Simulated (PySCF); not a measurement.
# Cu₂H₄: singlet, from a doubly bridged, trans start

Aim: relax Cu₂H₄ as a singlet from a doubly bridged, trans start, check by its vibrations whether the end is a minimum, and collect its spectrum and constants.

The runs use PySCF 2.14.0; PBE0, basis Cu def2-TZVP, H def2-TZVP, no relativity, density fitting.

## Step 1: Where the work starts

6 atoms, charge 0, spin multiplicity 1.

Bond lengths: Cu1–Cu2 2.082 Å, Cu1–H3 1.526 Å, Cu1–H4 1.526 Å, Cu1–H5 1.432 Å, Cu2–H3 1.526 Å, Cu2–H4 1.526 Å, Cu2–H6 1.432 Å. Angles: Cu2–Cu1–H3 47.0°, Cu2–Cu1–H4 47.0°, Cu2–Cu1–H5 120.2°, H3–Cu1–H4 94.0°, H3–Cu1–H5 110.0°, H4–Cu1–H5 110.0°, Cu1–Cu2–H3 47.0°, Cu1–Cu2–H4 47.0°, Cu1–Cu2–H6 120.2°, H3–Cu2–H4 94.0°, H3–Cu2–H6 110.0°, H4–Cu2–H6 110.0°, Cu1–H3–Cu2 86.0°, Cu1–H4–Cu2 86.0°.

Coordinates in bohr (charge 0 multiplicity 1):
```
Cu    1.9672    0.0000    0.0000
Cu   -1.9672    0.0000    0.0000
H     0.0000    2.1095    0.0000
H     0.0000   -2.1095    0.0000
H     3.3278    0.0000    2.3402
H    -3.3278    0.0000   -2.3402
```

## Step 2: Finding the electronic state

The steps below are one call of a driver around PySCF. For each, scf.py gives the equivalent set-up of the SCF; relaxations use the driver's own optimiser. After this first run the driver tries any further starts and a stability analysis.

The input, scf.py:

```python
from pyscf import gto, scf, dft
mol = gto.M(atom='''
Cu     1.041000     0.000000     0.000000
Cu    -1.041000     0.000000     0.000000
H      0.000000     1.116300     0.000000
H      0.000000    -1.116300     0.000000
H      1.761000     0.000000     1.238400
H     -1.761000     0.000000    -1.238400''',
    basis={'Cu': 'def2-TZVP', 'H': 'def2-TZVP'},
    charge=0, spin=0)
mf = dft.RKS(mol, xc='PBE0')
mf.grids.atom_grid = (50, 194)
aux = {'Cu': 'def2-universal-JKFIT', 'H': 'def2-universal-JKFIT'}
mf = mf.density_fit(auxbasis=aux)
mf.conv_tol = 1e-08
mf.diis_space = 10
mf.max_cycle = 60
mf.init_guess = 'minao'
mf.verbose = 4
mf.kernel()
```

The run is started by

```sh
OMP_NUM_THREADS=4 python axn.py task.json out
```

What it wrote:

```text
init E= -3282.32916780338
  HOMO = -0.0940281064789366  LUMO = -0.0683028234578948  gap/eV = 0.70002
cycle= 1 E= -3279.98950019625  delta_E= 2.34  |g|= 5.62  |ddm|= 3.23
  HOMO = -0.505237766625457  LUMO = -0.418164036737701  gap/eV = 2.36940
cycle= 2 E= -3274.1715919956  delta_E= 5.82  |g|= 10.1  |ddm|= 6.48
  HOMO = -0.288765275483443  LUMO = -0.249498843746628  gap/eV = 1.06849
cycle= 3 E= -3282.49856297718  delta_E= -8.33  |g|= 1.52  |ddm|= 4.49
  HOMO = -0.201586224630084  LUMO = -0.147540556126593  gap/eV = 1.47066
cycle= 4 E= -3282.74265879568  delta_E= -0.244  |g|= 0.39  |ddm|= 1.18
  HOMO = -0.226581907033725  LUMO = -0.157019668565963  gap/eV = 1.89288
cycle= 5 E= -3282.76048987393  delta_E= -0.0178  |g|= 0.0474  |ddm|= 0.247
  HOMO = -0.222624548823461  LUMO = -0.157119007945008  gap/eV = 1.78250
cycle= 6 E= -3282.76099209491  delta_E= -0.000502  |g|= 0.00596  |ddm|= 0.0497
  HOMO = -0.223348867231697  LUMO = -0.157606418349668  gap/eV = 1.78894
cycle= 7 E= -3282.7610075717  delta_E= -1.55e-05  |g|= 0.00175  |ddm|= 0.00865
  HOMO = -0.223420948444584  LUMO = -0.15740828461754  gap/eV = 1.79630
cycle= 8 E= -3282.76101061644  delta_E= -3.04e-06  |g|= 0.000978  |ddm|= 0.00454
  HOMO = -0.223401535209144  LUMO = -0.157414401954462  gap/eV = 1.79560
cycle= 9 E= -3282.76101101912  delta_E= -4.03e-07  |g|= 0.000233  |ddm|= 0.00161
  HOMO = -0.223385840519946  LUMO = -0.157413168486515  gap/eV = 1.79521
cycle= 10 E= -3282.76101104255  delta_E= -2.34e-08  |g|= 2.79e-05  |ddm|= 0.00043
  HOMO = -0.223388941311484  LUMO = -0.15741697088576  gap/eV = 1.79519
cycle= 11 E= -3282.76101104315  delta_E= -5.95e-10  |g|= 1.18e-05  |ddm|= 7.49e-05
  HOMO = -0.223387347505206  LUMO = -0.157415543924809  gap/eV = 1.79518
Extra cycle  E= -3282.76101104306  delta_E= 8.28e-11  |g|= 3.49e-05  |ddm|= 1.74e-05
converged SCF energy = -3282.76101104306
```

This step, with its further starts and checks, needed 34 s of wall time on 4 threads of Arm Neoverse V1, shared host.

The starts that the driver tried:

| start | energy (Eh) |
| --- | --- |
| the minimal-basis guess | -3282.761011 |
| a thermally smeared density | -3282.761011 |
| a smeared PBE density | -3282.761011 |

No lower closed-shell solution turned up from the other starts or in the test of internal stability.

## Step 3: Relaxation: doubly bridged, trans start, singlet

The program finds C2h symmetry in the start, which this walk keeps.

scf.py, as its differences from that of step 2:

```diff
@@ -4 +4 @@
-Cu    -1.041000     0.000000     0.000000
+Cu    -1.041000     0.000000    -0.000000
@@ -18 +17,0 @@
-mf.init_guess = 'minao'
```

Energy and gradient, step by step:

| step | energy (Eh) | change (kJ/mol) | largest symmetric gradient (Eh/bohr) |
| --- | --- | --- | --- |
| 0 | -3282.761011 | 0.00 | 0.06780 |
| 1 | -3282.780598 | -51.43 | 0.04415 |
| 2 | -3282.796753 | -93.84 | 0.01510 |
| 3 | -3282.799506 | -101.07 | 0.00388 |
| 4 | -3282.799969 | -102.29 | 0.00255 |
| 5 | -3282.800216 | -102.93 | 0.00280 |
| 6 | -3282.800682 | -104.16 | 0.00427 |
| 7 | -3282.801475 | -106.24 | 0.00556 |
| 8 | -3282.803811 | -112.37 | 0.00637 |
| 9 | -3282.806229 | -118.72 | 0.01461 |
| 10 | -3282.807814 | -122.88 | 0.02109 |
| 11 | -3282.808710 | -125.23 | 0.00882 |
| 12 | -3282.809571 | -127.50 | 0.01049 |
| 13 | -3282.810346 | -129.53 | 0.01108 |
| 14 | -3282.811648 | -132.95 | 0.00487 |
| 15 | -3282.811980 | -133.82 | 0.00564 |
| 16 | -3282.812210 | -134.42 | 0.00594 |
| 17 | -3282.812388 | -134.89 | 0.00393 |
| 18 | -3282.812541 | -135.29 | 0.00141 |
| 19 | -3282.812587 | -135.41 | 0.00048 |
| 20 | -3282.812595 | -135.43 | 0.00013 |
| 21 | -3282.812595 | -135.43 | 0.00002 |

The walk took 82 s.

It settles in D4h symmetry, 135.4 kJ/mol below the start, after 21 steps: Cu–Cu 2.110 Å, Cu–H 1.729 Å, Cu–H 1.742 Å (×2), Cu–H 1.762 Å; Cu–Cu–H 52.1°, Cu–Cu–H 52.7° (×2), Cu–Cu–H 53.5°, H–Cu–H 68.2° (×2), H–Cu–H 68.9° (×2), H–Cu–H 105.6° (×2).

## Step 4: Hessian and properties

The point is checked on the finer grid, and tightened if its gradient asks for it. The Hessian and the dipole derivatives come from central differences of analytic gradients, with steps of 0.02 bohr.

scf.py, as its differences from that of step 3:

```diff
@@ -3,6 +3,6 @@
-Cu     1.041000     0.000000     0.000000
-Cu    -1.041000     0.000000    -0.000000
-H      0.000000     1.116300     0.000000
-H      0.000000    -1.116300     0.000000
-H      1.761000     0.000000     1.238400
-H     -1.761000     0.000000    -1.238400''',
+Cu     0.826491     0.000000    -0.656222
+Cu    -0.826491    -0.000000     0.656222
+H      0.000000     1.387470    -0.000000
+H      0.000000    -1.387470     0.000000
+H      0.862755     0.000000     1.086612
+H     -0.862755    -0.000000    -1.086612''',
@@ -12 +12 @@
-mf.grids.atom_grid = (50, 194)
+mf.grids.atom_grid = (75, 302)
@@ -15 +15 @@
-mf.conv_tol = 1e-08
+mf.conv_tol = 1e-10
```

This SCF starts from the last density.

SCF at the final geometry:

```text
init E= -3282.81232089017
  HOMO = -0.234065772930456  LUMO = -0.0941612231847859  gap/eV = 3.80700
cycle= 1 E= -3282.81232089016  delta_E= 3.64e-12  |g|= 1.23e-05  |ddm|= 4.99e-06
  HOMO = -0.234064570266688  LUMO = -0.0941607269951312  gap/eV = 3.80698
cycle= 2 E= -3282.81232089004  delta_E= 1.23e-10  |g|= 3.89e-05  |ddm|= 1.57e-05
  HOMO = -0.234065471359957  LUMO = -0.0941610969206224  gap/eV = 3.80699
cycle= 3 E= -3282.81232089018  delta_E= -1.36e-10  |g|= 1.16e-06  |ddm|= 1.2e-05
  HOMO = -0.234065480099563  LUMO = -0.0941611006242855  gap/eV = 3.80699
cycle= 4 E= -3282.81232089017  delta_E= 7.73e-12  |g|= 1.43e-08  |ddm|= 3.74e-07
  HOMO = -0.234065481152084  LUMO = -0.0941611014097381  gap/eV = 3.80699
Extra cycle  E= -3282.81232089017  delta_E= -2.27e-12  |g|= 3.97e-08  |ddm|= 2.48e-08
converged SCF energy = -3282.81232089017
```

The whole step took 82 s.

Geometry: D4h; Cu–Cu 2.111 Å, Cu–H 1.743 Å (×4); Cu–Cu–H 52.7° (×4), H–Cu–H 68.5° (×4), H–Cu–H 105.5° (×2).

Harmonic modes (main isotopes):

```json
{"symmetry": "a2u", "ω (cm⁻¹)": "205i", "IR (km/mol)": "329"}
{"symmetry": "eu", "ω (cm⁻¹)": "23", "IR (km/mol)": "212"}
{"symmetry": "a1g", "ω (cm⁻¹)": "354", "IR (km/mol)": "0.0"}
{"symmetry": "eg", "ω (cm⁻¹)": "387", "IR (km/mol)": "0.0"}
{"symmetry": "b2u", "ω (cm⁻¹)": "479", "IR (km/mol)": "0.0"}
{"symmetry": "b2g", "ω (cm⁻¹)": "785", "IR (km/mol)": "0.0"}
{"symmetry": "eu", "ω (cm⁻¹)": "1195", "IR (km/mol)": "780"}
{"symmetry": "a1g", "ω (cm⁻¹)": "1459", "IR (km/mol)": "0.0"}
{"symmetry": "b1g", "ω (cm⁻¹)": "1517", "IR (km/mol)": "0.0"}
```

With 1 mode imaginary (up to 205i cm⁻¹) this point is a saddle.

Properties at this point:

* Dipole moment: 0.00 D
* Highest occupied level: -6.37 eV
* Lowest empty level: -2.56 eV
* Rotational constants: 2.172, 0.117, 0.117 cm⁻¹
* Zero-point energy (real modes): 46.7 kJ/mol
* Principal polarisabilities: 52.3, 56.9, 56.9 bohr³
* Atomisation energy without zero-point energy: 839 kJ/mol
* Principal traceless quadrupole moments about the centre of mass: -6.79, -6.78, 13.57 D Å

Populations by atom (charges in e):

```
    atom  Mulliken  Löwdin  polar tensor  Mayer order to Cu1
     Cu1      0.17   -0.01          0.36                   –
     Cu2      0.17   -0.01          0.36                0.50
H3,4,5,6     -0.09    0.00         -0.18                0.39
```

Mulliken populations on Cu1: s 6.45, p 12.59, d 9.79, f 0.00.

## Step 5: Leaving the saddle point

The atoms are moved a little along the softest imaginary mode and relaxed again.

The program finds C4v symmetry in the start, which this walk keeps. The walk stops when the largest gradient is under 0.0003 Eh/bohr and the energy has settled too.

scf.py, as its differences from that of step 4:

```diff
@@ -3,6 +3,6 @@
-Cu     0.826491     0.000000    -0.656222
-Cu    -0.826491    -0.000000     0.656222
-H      0.000000     1.387470    -0.000000
-H      0.000000    -1.387470     0.000000
-H      0.862755     0.000000     1.086612
-H     -0.862755    -0.000000    -1.086612''',
+Cu     0.829501     0.000000    -0.658612
+Cu    -0.823481    -0.000000     0.653832
+H     -0.093979     1.387470     0.074618
+H     -0.093979    -1.387470     0.074618
+H      0.768776     0.000000     1.161231
+H     -0.956734    -0.000000    -1.011994''',
@@ -12 +12 @@
-mf.grids.atom_grid = (75, 302)
+mf.grids.atom_grid = (50, 194)
@@ -15 +15 @@
-mf.conv_tol = 1e-10
+mf.conv_tol = 1e-08
```

Energy and gradient, step by step:

```csv
step,energy (Eh),change (kJ/mol),largest symmetric gradient (Eh/bohr)
0,-3282.812723,0.00,0.00112
1,-3282.812741,-0.05,0.00093
2,-3282.812768,-0.12,0.00072
3,-3282.812773,-0.13,0.00085
4,-3282.812885,-0.43,0.00285
5,-3282.813951,-3.22,0.00771
6,-3282.814263,-4.04,0.00838
7,-3282.815232,-6.59,0.00693
8,-3282.816040,-8.71,0.00483
9,-3282.816180,-9.08,0.00316
10,-3282.816215,-9.17,0.00254
11,-3282.816248,-9.26,0.00026
12,-3282.816249,-9.26,0.00001
```

The walk took 39 s.

Geometry (Å) and forces (eV/Å) at some steps:

```
step 0
Cu   0.830   0.000  -0.659   0.070   0.000  -0.021
Cu  -0.823   0.000   0.654  -0.036   0.000  -0.026
H   -0.094   1.387   0.075  -0.008   0.046   0.011
H   -0.094  -1.387   0.075  -0.008  -0.046   0.011
H    0.769   0.000   1.161   0.036   0.000   0.066
H   -0.957   0.000  -1.012  -0.053   0.000  -0.040
step 1
Cu   0.830   0.000  -0.659   0.065   0.000  -0.016
Cu  -0.823   0.000   0.653  -0.025   0.000  -0.036
H   -0.094   1.390   0.075  -0.010   0.029   0.012
H   -0.094  -1.390   0.075  -0.010  -0.029   0.012
H    0.770   0.000   1.163   0.023   0.000   0.053
H   -0.958   0.000  -1.014  -0.044   0.000  -0.025
step 6
Cu   1.047   0.000  -0.831   0.033   0.000   0.022
Cu  -0.624   0.000   0.496   0.333   0.000  -0.327
H   -0.198   1.502   0.157  -0.091  -0.431   0.076
H   -0.198  -1.502   0.157  -0.091   0.431   0.076
H    0.736   0.000   1.334  -0.362   0.000  -0.259
H   -1.132   0.000  -1.019   0.178   0.000   0.412
step 12
Cu   1.122   0.000  -0.891   0.021   0.000   0.026
Cu  -0.560   0.000   0.445  -0.024   0.000  -0.031
H   -0.233   1.478   0.185   0.001   0.000   0.002
H   -0.233  -1.478   0.185   0.001   0.000   0.002
H    0.686   0.000   1.342   0.000   0.000   0.000
H   -1.152   0.000  -0.973   0.000   0.000   0.001
```

It settles in C4v symmetry, 9.3 kJ/mol below the start, after 12 steps: Cu–Cu 2.148 Å, Cu–H 1.536 Å (×4); Cu–Cu–H 74.2° (×4), H–Cu–H 85.7° (×4), H–Cu–H 148.4° (×2).

## Step 6: Vibrations and properties at this point

The point was taken to the finer grid, but the Hessian ran out of time, so its nature is unknown.

## Step 7: Outcome

| quantity | value |
| --- | --- |
| relaxations | 2 |
| converged | 2 |
| saddle points found | 1 |
| minima found | 0 |

**Reading.** No minimum was confirmed: the time limit cut the work short. The D4h point found is a saddle, so the minimum has another shape. No equilibrium property of the molecule follows from this session.
